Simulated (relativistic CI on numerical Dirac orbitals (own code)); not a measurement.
# Sn³⁺: one ion under different settings

Aim: see what numerical and physical settings do to the SCF, the total energy and the lowest levels of Sn³⁺.

Program: relativistic CI on numerical Dirac orbitals (own code) version 3. Level of theory: Dirac-Coulomb-Breit CI, KLI orbitals optimised for each configuration, model QED (radiative potential, 1s self-energy scaled to tabulated hydrogen-like ionisation energies), numerical settings as typed. These are calculated values, not measurements, unless marked.

### 1 Starting point

```
ion            : Sn³⁺ (Sn IV)
nuclear charge : 50
electrons      : 47
isotope        : A = 120
```

### 2 Usual settings

Settings, as recorded:

```ini
atom Sn  Z=50  charge=3  electrons=47
nucleus A=120  rms_radius_fm=4.6519
hamiltonian dirac-coulomb  breit=on  qed=on  c_scale=1
orbitals kli  potential=per-configuration
slater_scale 1
correlation none
mixing on
grid step=0.0125 r_max=50.3
scf mixing=0.4 start=green max_iterations=150 tolerance=2e-08 node_fill=0.05
configurations
  [Kr] 4d10 5s
  [Kr] 4d10 5p
  [Kr] 4d10 5d
end
```

The run is started by

```sh
> python run_levels.py task.json out
```

One command runs all members of the session, one after another, from task.json.

Main fields of the result record, rounded:

```text
{
  "status": "converged",
  "levels [i, E_cm, J2, conf, term, w_term, w_jj]": [
    [0, 0, 1, "5s", "2S", 1, 1],
    [1, 66693.99, 1, "5p", "2P*", 1, 1],
    [2, 72682.528, 3, "5p", "2P*", 1, 1],
    [3, 156932.5, 3, "5d", "2D", 1, 1],
    [4, 157608.65, 5, "5d", "2D", 1, 1]
  ],
  "total_energy [Ha]": -6166.9546864,
  "n_levels_all": 5,
  "overlap": 4.93061e-12,
  "scf_iterations": [12, 13, 11],
  "orbital_energies [Ha]": {"1s": -1065.7, "2s": -161.891, "2p1/2": -151.242, "2p3/2": -142.79, "3s": -32.3289, "3p1/2": -28.0145, "3p3/2": -26.4657, "3d3/2": -18.862, "3d5/2": -18.543, "4s": -6.13215, "4p1/2": -4.70167, "4p3/2": -4.42834, "4d3/2": -2.18471, "4d5/2": -2.14644, "5s": -1.44704},
  "configurations [conf, odd, states, E_av_Ha, breit_Ha, qed_Ha]": [
    ["5s", 0, 2, -6174.321902, 4.419, 2.948],
    ["5p", 1, 6, -6173.999009, 4.419, 2.948],
    ["5d", 0, 10, -6173.6035, 4.418, 2.948]
  ],
  "scf_steps of the first configuration [iteration, E_Ha, residual, outer_eigenvalue_Ha]": [
    [1, -6152.440394, 2.48, -2.366],
    [2, -6172.020372, 0.817, -1.746],
    [3, -6174.217546, 0.134, -1.494],
    [4, -6174.298077, 0.0983, -1.492],
    [5, -6174.32132, 0.0316, -1.464],
    [6, -6174.321624, 0.00224, -1.447],
    [7, -6174.322016, 0.00128, -1.447],
    [8, -6174.321913, 0.000129, -1.447],
    [9, -6174.321903, 4.94e-06, -1.447],
    [10, -6174.321902, 2.45e-06, -1.447],
    [11, -6174.321902, 3.29e-08, -1.447],
    [12, -6174.321902, 1.42e-08, -1.447]
  ]
}
```

Run time: 0.19 s. Hardware: 1 thread, shared host.

### 3 Potential mixing 0.1, start potential bare

Settings: those of step 2 with these lines changed.

```diff
@@ -8,3 +8,3 @@
 grid step=0.0125 r_max=50.3
-scf mixing=0.4 start=green max_iterations=150 tolerance=2e-08 node_fill=0.05
+scf mixing=0.1 start=bare max_iterations=150 tolerance=2e-08 node_fill=0.05
 configurations
```

Results of the run:

```text
{
  "status": "converged",
  "levels [i, E_cm, J2, conf, term, w_term]": [
    [0, 0, 1, "5s", "2S", 1],
    [1, 66693.991, 1, "5p", "2P*", 1],
    [2, 72682.529, 3, "5p", "2P*", 1],
    [3, 156932.5, 3, "5d", "2D", 1],
    [4, 157608.65, 5, "5d", "2D", 1]
  ],
  "total_energy [Ha]": -6166.9546864,
  "n_levels_all": 5,
  "overlap": 4.93099e-12,
  "scf_iterations": [28, 26, 33],
  "orbital_energies [Ha]": {"1s": -1065.7, "2s": -161.891, "2p1/2": -151.242, "2p3/2": -142.79, "3s": -32.3289, "3p1/2": -28.0145, "3p3/2": -26.4657, "3d3/2": -18.862, "3d5/2": -18.543, "4s": -6.13215, "4p1/2": -4.70167, "4p3/2": -4.42834, "4d3/2": -2.18471, "4d5/2": -2.14644, "5s": -1.44704},
  "configurations [conf, odd, states, E_av_Ha, breit_Ha, qed_Ha]": [
    ["5s", 0, 2, -6174.321902, 4.419, 2.948],
    ["5p", 1, 6, -6173.999009, 4.419, 2.948],
    ["5d", 0, 10, -6173.6035, 4.418, 2.948]
  ],
  "scf_steps of the first configuration [iteration, E_Ha, residual, outer_eigenvalue_Ha]": [
    [1, -5500.1935, 13.3, -51.2],
    [2, -5627.141999, 12.2, -44.06],
    [3, -5900.207351, 8.16, -1.758],
    [4, -5552.944235, 14.8, -0.8975],
    [5, -5676.382859, 11.1, -1.7],
    [6, -6164.01221, 1.7, -1.042],
    [7, -6173.823001, 0.672, -0.7815],
    [8, -6173.582088, 0.716, -0.8306],
    [9, -6174.084393, 0.351, -1.102],
    [10, -6174.269044, 0.219, -1.176],
    ["...", "...", "...", "..."],
    [19, -6174.321902, 2.1e-06, -1.447],
    [20, -6174.321902, 1.74e-06, -1.447],
    [21, -6174.321902, 2.66e-07, -1.447],
    [22, -6174.321902, 1.05e-07, -1.447],
    [23, -6174.321902, 1.18e-07, -1.447],
    [24, -6174.321902, 1.01e-07, -1.447],
    [25, -6174.321902, 6.81e-08, -1.447],
    [26, -6174.321902, 5.5e-08, -1.447],
    [27, -6174.321902, 2.82e-08, -1.447],
    [28, -6174.321902, 8.63e-09, -1.447]
  ]
}
```

It took 0.37 s on 1 thread, shared host.

### 4 Iteration limit 20, grid step 0.04

Settings: those of step 3 with these lines changed.

```diff
@@ -7,4 +7,4 @@
 mixing on
-grid step=0.0125 r_max=50.3
-scf mixing=0.1 start=bare max_iterations=150 tolerance=2e-08 node_fill=0.05
+grid step=0.04 r_max=50.3
+scf mixing=0.4 start=green max_iterations=20 tolerance=2e-08 node_fill=0.05
 configurations
```

Results of the run:

```text
{
  "status": "converged",
  "levels [i, E_cm, J2, conf, term, w_term]": [
    [0, 0, 1, "5s", "2S", 1],
    [1, 66693.979, 1, "5p", "2P*", 1],
    [2, 72682.499, 3, "5p", "2P*", 1],
    [3, 156932.45, 3, "5d", "2D", 1],
    [4, 157608.6, 5, "5d", "2D", 1]
  ],
  "total_energy [Ha]": -6166.9541926,
  "n_levels_all": 5,
  "overlap": 1.71196e-08,
  "scf_iterations": [12, 13, 11],
  "orbital_energies [Ha]": {"1s": -1065.7, "2s": -161.891, "2p1/2": -151.242, "2p3/2": -142.79, "3s": -32.3289, "3p1/2": -28.0145, "3p3/2": -26.4657, "3d3/2": -18.862, "3d5/2": -18.543, "4s": -6.13215, "4p1/2": -4.70166, "4p3/2": -4.42833, "4d3/2": -2.1847, "4d5/2": -2.14644, "5s": -1.44704},
  "configurations [conf, odd, states, E_av_Ha, breit_Ha, qed_Ha]": [
    ["5s", 0, 2, -6174.321405, 4.419, 2.948],
    ["5p", 1, 6, -6173.998512, 4.419, 2.948],
    ["5d", 0, 10, -6173.603003, 4.418, 2.948]
  ],
  "scf_steps of the first configuration [iteration, E_Ha, residual, outer_eigenvalue_Ha]": [
    [1, -6152.439892, 2.48, -2.366],
    [2, -6172.019867, 0.817, -1.746],
    [3, -6174.217045, 0.134, -1.494],
    [4, -6174.297578, 0.0983, -1.492],
    [5, -6174.320822, 0.0316, -1.464],
    [6, -6174.321127, 0.00224, -1.447],
    [7, -6174.321519, 0.00128, -1.447],
    [8, -6174.321416, 0.000129, -1.447],
    [9, -6174.321405, 4.94e-06, -1.447],
    [10, -6174.321405, 2.45e-06, -1.447],
    [11, -6174.321405, 3.29e-08, -1.447],
    [12, -6174.321405, 1.42e-08, -1.447]
  ]
}
```

Run time: 0.07 s. Hardware: 1 thread, shared host.

### 5 Nuclear radius 6.0475, Slater scale 1.2, end of the grid 150.9

Settings, as recorded:

```ini
atom Sn  Z=50  charge=3  electrons=47
nucleus A=120  rms_radius_fm=6.0475
hamiltonian dirac-coulomb  breit=on  qed=on  c_scale=1
orbitals kli  potential=per-configuration
slater_scale 1.2
correlation none
mixing on
grid step=0.0125 r_max=150.9
scf mixing=0.4 start=green max_iterations=150 tolerance=2e-08 node_fill=0.05
configurations
  [Kr] 4d10 5s
  [Kr] 4d10 5p
  [Kr] 4d10 5d
end
```

Results of the run:

```text
{
  "status": "converged",
  "levels [i, E_cm, J2, conf, term, w_term]": [
    [0, 0, 1, "5s", "2S", 1],
    [1, 66688.531, 1, "5p", "2P*", 1],
    [2, 72676.986, 3, "5p", "2P*", 1],
    [3, 156926.97, 3, "5d", "2D", 1],
    [4, 157603.12, 5, "5d", "2D", 1]
  ],
  "total_energy [Ha]": -6166.8552519,
  "n_levels_all": 5,
  "overlap": 4.93233e-12,
  "scf_iterations": [12, 13, 11],
  "orbital_energies [Ha]": {"1s": -1065.66, "2s": -161.886, "2p1/2": -151.242, "2p3/2": -142.791, "3s": -32.328, "3p1/2": -28.0146, "3p3/2": -26.4658, "3d3/2": -18.8621, "3d5/2": -18.543, "4s": -6.13197, "4p1/2": -4.70168, "4p3/2": -4.42835, "4d3/2": -2.18471, "4d5/2": -2.14645, "5s": -1.44702},
  "configurations [conf, odd, states, E_av_Ha, breit_Ha, qed_Ha]": [
    ["5s", 0, 2, -6174.220935, 4.419, 2.947],
    ["5p", 1, 6, -6173.898068, 4.419, 2.946],
    ["5d", 0, 10, -6173.502559, 4.418, 2.946]
  ],
  "scf_steps of the first configuration [iteration, E_Ha, residual, outer_eigenvalue_Ha]": [
    [1, -6152.339953, 2.48, -2.366],
    [2, -6171.919472, 0.817, -1.746],
    [3, -6174.116585, 0.134, -1.494],
    [4, -6174.197112, 0.0983, -1.492],
    [5, -6174.220354, 0.0316, -1.464],
    [6, -6174.220657, 0.00224, -1.447],
    [7, -6174.221049, 0.00128, -1.447],
    [8, -6174.220946, 0.000129, -1.447],
    [9, -6174.220936, 4.94e-06, -1.447],
    [10, -6174.220935, 2.45e-06, -1.447],
    [11, -6174.220935, 3.29e-08, -1.447],
    [12, -6174.220935, 1.42e-08, -1.447]
  ]
}
```

It took 0.2 s on 1 thread, shared host.

The changed nuclear radius is not that of the isotope named.

### 6 Start potential bare, node fill 0.01, potential mixing 0.9

Settings, as recorded:

```ini
atom Sn  Z=50  charge=3  electrons=47
nucleus A=120  rms_radius_fm=4.6519
hamiltonian dirac-coulomb  breit=on  qed=on  c_scale=1
orbitals kli  potential=per-configuration
slater_scale 1
correlation none
mixing on
grid step=0.0125 r_max=50.3
scf mixing=0.9 start=bare max_iterations=150 tolerance=2e-08 node_fill=0.01
configurations
  [Kr] 4d10 5s
  [Kr] 4d10 5p
  [Kr] 4d10 5d
end
```

Results of the run:

```text
{
  "status": "converged",
  "levels [i, E_cm, J2, conf, term, w_term]": [
    [0, 0, 1, "5s", "2S", 1],
    [1, 66726.073, 1, "5p", "2P*", 1],
    [2, 72677.701, 3, "5p", "2P*", 1],
    [3, 156954.52, 3, "5d", "2D", 1],
    [4, 157627.34, 5, "5d", "2D", 1]
  ],
  "total_energy [Ha]": -6166.9517848,
  "n_levels_all": 5,
  "overlap": 4.692e-12,
  "scf_iterations": [12, 11, 11],
  "orbital_energies [Ha]": {"1s": -1066.01, "2s": -162.028, "2p1/2": -151.395, "2p3/2": -142.937, "3s": -32.3896, "3p1/2": -28.0778, "3p3/2": -26.5272, "3d3/2": -18.9263, "3d5/2": -18.6065, "4s": -6.14333, "4p1/2": -4.71253, "4p3/2": -4.43834, "4d3/2": -2.19311, "4d5/2": -2.15464, "5s": -1.45035},
  "configurations [conf, odd, states, E_av_Ha, breit_Ha, qed_Ha]": [
    ["5s", 0, 2, -6174.321934, 4.421, 2.949],
    ["5p", 1, 6, -6173.999001, 4.421, 2.948],
    ["5d", 0, 10, -6173.603429, 4.421, 2.948]
  ],
  "scf_steps of the first configuration [iteration, E_Ha, residual, outer_eigenvalue_Ha]": [
    [1, -5500.1935, 13.3, -51.2],
    [2, -6030.733017, 5.21, -2.972],
    [3, -6138.714121, 3.33, -3.247],
    [4, -6174.233568, 0.0829, -1.515],
    [5, -6174.319081, 0.0354, -1.479],
    [6, -6174.321509, 0.0161, -1.437],
    [7, -6174.321928, 0.000699, -1.451],
    [8, -6174.321933, 2.01e-05, -1.45],
    [9, -6174.321934, 7.43e-07, -1.45],
    [10, -6174.321934, 2.16e-07, -1.45],
    [11, -6174.321934, 2.42e-08, -1.45],
    [12, -6174.321934, 3.91e-11, -1.45]
  ]
}
```

Wall time 0.21 s (1 thread, shared host).

### 7 Slater scale -1

Settings, as recorded:

```ini
atom Sn  Z=50  charge=3  electrons=47
nucleus A=120  rms_radius_fm=4.6519
hamiltonian dirac-coulomb  breit=on  qed=on  c_scale=1
orbitals kli  potential=per-configuration
slater_scale -1
correlation none
mixing on
grid step=0.0125 r_max=50.3
scf mixing=0.4 start=green max_iterations=67 tolerance=2e-08 node_fill=0.05
configurations
  [Kr] 4d10 5s
  [Kr] 4d10 5p
  [Kr] 4d10 5d
end
```

Results of the run:

```text
{
  "status": "converged",
  "levels [i, E_cm, J2, conf, term, w_term]": [
    [0, 0, 1, "5s", "2S", 1],
    [1, 66693.99, 1, "5p", "2P*", 1],
    [2, 72682.528, 3, "5p", "2P*", 1],
    [3, 156932.5, 3, "5d", "2D", 1],
    [4, 157608.65, 5, "5d", "2D", 1]
  ],
  "total_energy [Ha]": -6166.9546864,
  "n_levels_all": 5,
  "overlap": 4.93061e-12,
  "scf_iterations": [12, 13, 11],
  "orbital_energies [Ha]": {"1s": -1065.7, "2s": -161.891, "2p1/2": -151.242, "2p3/2": -142.79, "3s": -32.3289, "3p1/2": -28.0145, "3p3/2": -26.4657, "3d3/2": -18.862, "3d5/2": -18.543, "4s": -6.13215, "4p1/2": -4.70167, "4p3/2": -4.42834, "4d3/2": -2.18471, "4d5/2": -2.14644, "5s": -1.44704},
  "configurations [conf, odd, states, E_av_Ha, breit_Ha, qed_Ha]": [
    ["5s", 0, 2, -6174.321902, 4.419, 2.948],
    ["5p", 1, 6, -6173.999009, 4.419, 2.948],
    ["5d", 0, 10, -6173.6035, 4.418, 2.948]
  ],
  "scf_steps of the first configuration [iteration, E_Ha, residual, outer_eigenvalue_Ha]": [
    [1, -6152.440394, 2.48, -2.366],
    [2, -6172.020372, 0.817, -1.746],
    [3, -6174.217546, 0.134, -1.494],
    [4, -6174.298077, 0.0983, -1.492],
    [5, -6174.32132, 0.0316, -1.464],
    [6, -6174.321624, 0.00224, -1.447],
    [7, -6174.322016, 0.00128, -1.447],
    [8, -6174.321913, 0.000129, -1.447],
    [9, -6174.321903, 4.94e-06, -1.447],
    [10, -6174.321902, 2.45e-06, -1.447],
    [11, -6174.321902, 3.29e-08, -1.447],
    [12, -6174.321902, 1.42e-08, -1.447]
  ]
}
```

It took 0.19 s on 1 thread, shared host.

An extreme setting, but here it did no harm: energy and levels are those of the usual run.

### 8 Comparison

| setting | total energy less usual (Ha) | largest shift of a level among the lowest eight of both runs, same label and place (cm⁻¹) | SCF iterations | time | lowest level | kind of change |
| --- | --- | --- | --- | --- | --- | --- |
| usual | 0 | 0 | 36 | 0.19 s | 5s 2S1/2 | - |
| potential mixing 0.1, start potential bare | 0 | 0 | 87 | 0.37 s | 5s 2S1/2 | numerical |
| iteration limit 20, grid step 0.04 | 0.000494 | 0.0473 | 36 | 0.07 s | 5s 2S1/2 | numerical |
| nuclear radius 6.0475, Slater scale 1.2, end of the grid 150.9 | 0.0994 | 5.54 | 36 | 0.2 s | 5s 2S1/2 | unphysical constant |
| start potential bare, node fill 0.01, potential mixing 0.9 | 0.0029 | 32.1 | 34 | 0.21 s | 5s 2S1/2 | numerical |
| Slater scale -1 | 0 | 0 | 36 | 0.19 s | 5s 2S1/2 | extreme, harmless here |

### 9 Results

```
                    quantity          value
lowest level, usual settings       5s 2S1/2
                total energy  -6166.9547 Ha
            first excitation     66694 cm⁻¹
```

In words: Among the runs whose levels can be followed, they move most under «start potential bare, node fill 0.01, potential mixing 0.9» (numerical), by up to 32.1 cm⁻¹. No visible change in the result comes from «potential mixing 0.1, start potential bare» or «Slater scale -1». «Potential mixing 0.1, start potential bare» costs 87 SCF iterations against 36. Only the listed configurations are in the model. In a near-neutral ion this small CI can misplace whole configurations by 10,000 cm⁻¹ or more.
